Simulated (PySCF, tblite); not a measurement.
# C4H14OSi3: geometry, infrared bands and NMR shifts

What infrared bands and NMR shifts should C4H14OSi3 (`C=C[SiH2][Si@H]([SiH3])OCC`) show?

Programs: tblite 0.8.0 and PySCF 2.14.0, with density-fitted response routines of our own. Each step states its level of theory. These are calculated values for one molecule in the gas phase, unless marked as measured. Atoms are numbered from 0 throughout.

## 1. The molecule as given

22 atoms, charge 0, multiplicity 1; geometry from: force field or distance geometry start.

Bonds of the start (Å): C0–C1 1.34, C1–Si2 1.81, Si2–Si3 2.21, Si3–Si4 2.26, Si3–O5 1.69, O5–C6 1.39, C6–C7 1.50, C0–H8 1.10, C0–H9 1.09, C1–H10 1.09, Si2–H11 1.48, Si2–H12 1.47, Si3–H13 1.47, Si4–H14 1.45, Si4–H15 1.45, Si4–H16 1.48, C6–H17 1.12, C6–H18 1.11, C7–H19 1.13, C7–H20 1.11, C7–H21 1.10.

## 2. Optimising the geometry with GFN2-xTB

The job: settings as JSON, then the geometry in Å.

```
{"job": {"kind": "relax", "xc": "GFN2-xTB", "basis": "xTB"}, "charge": 0, "multiplicity": 1}
C      4.199300     1.373300     0.344500
C      3.008400     0.995600     0.831400
Si     1.871100     0.014700    -0.171400
Si    -0.085000    -0.410700     0.769900
Si    -0.748600    -2.411400    -0.039600
O     -1.280700     0.768300     0.548100
C     -2.216500     0.252200    -0.334800
C     -3.347500     1.182100    -0.641900
H      4.450200     1.088300    -0.687100
H      4.888800     1.961300     0.951900
H      2.804900     1.294300     1.863400
H      2.506300    -1.298000    -0.441300
H      1.736400     0.669300    -1.482900
H      0.135800    -0.633300     2.208000
H      0.457200    -3.201000    -0.232200
H     -1.697900    -2.962500     0.914300
H     -1.347100    -2.206900    -1.374200
H     -1.678000     0.066700    -1.301100
H     -2.643900    -0.668800     0.104800
H     -4.257700     0.519200    -0.728900
H     -3.546700     1.959500     0.121900
H     -3.219200     1.667100    -1.624500
```

Started as:

```sh
$ OMP_NUM_THREADS=1 python probes_run.py task.json out
```

One launch serves the whole session: the jobs run in the order shown.

**Question.** This job is followed by: GFN2-xTB harmonic vibrations, gas phase; GIAO PBE0/pcSseg-1 NMR shielding, non-relativistic, gas phase. What will the session give for the following? strongest single infrared mode (GFN2-xTB); zero-point energy (GFN2-xTB); 13C shifts against TMS (PBE0/pcSseg-1); 1H shifts against TMS (PBE0/pcSseg-1, means over atoms taken as alike); 29Si shifts against TMS (PBE0/pcSseg-1); 17O shifts against H2O (PBE0/pcSseg-1); surface potential, 1st and 99th percentile.

**Answer**, as computed:

| quantity | value |
| --- | --- |
| strongest single infrared mode (GFN2-xTB) | 623 cm⁻¹, 716 km/mol |
| zero-point energy (GFN2-xTB) | 99.8 kcal/mol |
| 13C shifts against TMS (PBE0/pcSseg-1) | 142.5, 138.8, 65.1, 18.0 ppm |
| 1H shifts against TMS (PBE0/pcSseg-1, means over atoms taken as alike) | 6.28, 6.20, 6.18, 6.03, 4.63, 4.30, 4.09, 3.57, 3.49, 1.24 ppm |
| 29Si shifts against TMS (PBE0/pcSseg-1) | -21.6, -67.2, -126.9 ppm |
| 17O shifts against H2O (PBE0/pcSseg-1) | 13.9 ppm |
| surface potential, 1st and 99th percentile | -0.91 V and 1.02 V |

In words: The optimisation took 277 steps and gained 1.317 eV; among the close pairs (by a distance rule), Si2–Si3 changed most, from 2.212 to 2.312 Å. No mode is imaginary among the 60: a minimum at this level. The strongest single mode, at 623 cm⁻¹, moves mainly H13. GFN2-xTB is a fitted tight-binding method: band positions and strengths are rough. Its intensities can rank the bands wrongly. C0 (terminal =CH2 carbon) lies farthest downfield among carbon, at 142.5 ppm; the olefinic region. By nearest atom (PBE0/pcSseg-1), the HOMO sits on C0, C1 about 17 % each; Si3 16 % and the LUMO on Si3 23 %; Si2 10 %.
